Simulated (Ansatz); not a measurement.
**CH6BNOSi: up Jacob's ladder to CCSD(T)**

The task here is to estimate one member of a computed series from the others.

Method: functionals in def2-TZVPP, the program's frozen cores in correlated methods; program: Ansatz 0.2.0, Gaussian basis.

Plan: PBE-D4, r2SCAN-D4, PBE0-D4, B3LYP-D4, ωB97X-V, ωB97M-V, B2PLYP; CCSD(T)/def2-TZVPP; MP2/def2-QZVPP; extrapolation to the limit.

## The geometry

The geometry comes from an earlier relaxation with PBE0-D4 in a triple-zeta def2 set; it is a stationary point, not always the lowest conformer.

11 atoms, charge 0, spin multiplicity 1.

Atoms are counted from 1 here; the program's logs count them from 0.

Bond lengths: B1–Si2 1.975 Å, B1–N3 1.588 Å, B1–H6 1.199 Å, B1–H7 1.198 Å, Si2–N3 1.885 Å, Si2–O5 1.695 Å, Si2–H8 1.493 Å, N3–C4 1.475 Å, N3–H9 1.008 Å, C4–O5 1.415 Å, C4–H10 1.095 Å, C4–H11 1.094 Å. Angles: Si2–B1–N3 62.8°, Si2–B1–H6 112.4°, Si2–B1–H7 118.8°, N3–B1–H6 110.4°, N3–B1–H7 116.1°, H6–B1–H7 121.9°, B1–Si2–N3 48.5°, B1–Si2–O5 105.5°, B1–Si2–H8 136.0°, N3–Si2–O5 77.8°, N3–Si2–H8 115.5°, O5–Si2–H8 109.7°, B1–N3–Si2 68.7°, B1–N3–C4 117.4°, B1–N3–H9 121.3°, Si2–N3–C4 85.1°, Si2–N3–H9 132.9°, C4–N3–H9 118.1° and more.

Set-up of the first run:

File in.yaml:

```yaml
crystal:
  periodic: [false, false, false]
  atoms:
    - {symbol: B, position_ang: [-1.439149, 0.079726, 0.209541]}
    - {symbol: Si, position_ang: [-0.120134, -1.375885, 0.003825]}
    - {symbol: N, position_ang: [0.079648, 0.427513, 0.515346]}
    - {symbol: C, position_ang: [0.999502, 0.520333, -0.633366]}
    - {symbol: O, position_ang: [1.011003, -0.807070, -1.122992]}
    - {symbol: H, position_ang: [-2.061231, -0.009027, 1.230600]}
    - {symbol: H, position_ang: [-1.905897, 0.579231, -0.774102]}
    - {symbol: H, position_ang: [0.525986, -2.375820, 0.904652]}
    - {symbol: H, position_ang: [0.352295, 0.870116, 1.378580]}
    - {symbol: H, position_ang: [0.624909, 1.216108, -1.390747]}
    - {symbol: H, position_ang: [1.998468, 0.817874, -0.300737]}
basis:
  gaussian: {orbitals: def2-TZVPP}
hamiltonian: {xc: pbe, dispersion: d4}
output: {forces: true, orbitals: {seedname: orbitals}}
```

Command:

```bash
$ ansatz run in.yaml --threads 4 --pin off --events-out ev --progress --plain --max-ram 10444MiB
```

Among the steps run: PBE-D4 (GGA); r2SCAN-D4 (meta-GGA); PBE0-D4 (hybrid); B3LYP-D4 (hybrid); ωB97X-V (range-separated); ωB97M-V (range-separated); B2PLYP (double hybrid); CCSD(T) in def2-TZVPP; MP2 in def2-QZVPP.

One table of the session follows, with a row left open; its other results are not shown here.

```
            method  atomisation energy (kJ/mol)
            PBE-D4                       4118.2
         r2SCAN-D4                       4031.8
           PBE0-D4                       4032.4
          B3LYP-D4                       4017.6
           ωB97X-V                       4040.0
           ωB97M-V                       4041.6
            B2PLYP                       3969.1
     HF/def2-TZVPP                       2809.9
    MP2/def2-TZVPP                            ?
   CCSD/def2-TZVPP                       3822.8
CCSD(T)/def2-TZVPP                       3892.3
           MP2/CBS                       4083.9
       CCSD(T)/CBS                       4007.2
```

**Question.** Estimate the row for MP2/def2-TZVPP.

The run gave: atomisation energy (kJ/mol): 3969.0. In the column «atomisation energy (kJ/mol)» it lies between CCSD(T)/def2-TZVPP (3892.3) and B2PLYP (3969.1).

To keep in mind: Free atoms (1 B, 1 Si, 1 N, 1 C, 1 O, 6 H) were run apart at each level; the atomisation energy is their sum less the molecule, without zero-point or spin-orbit terms.
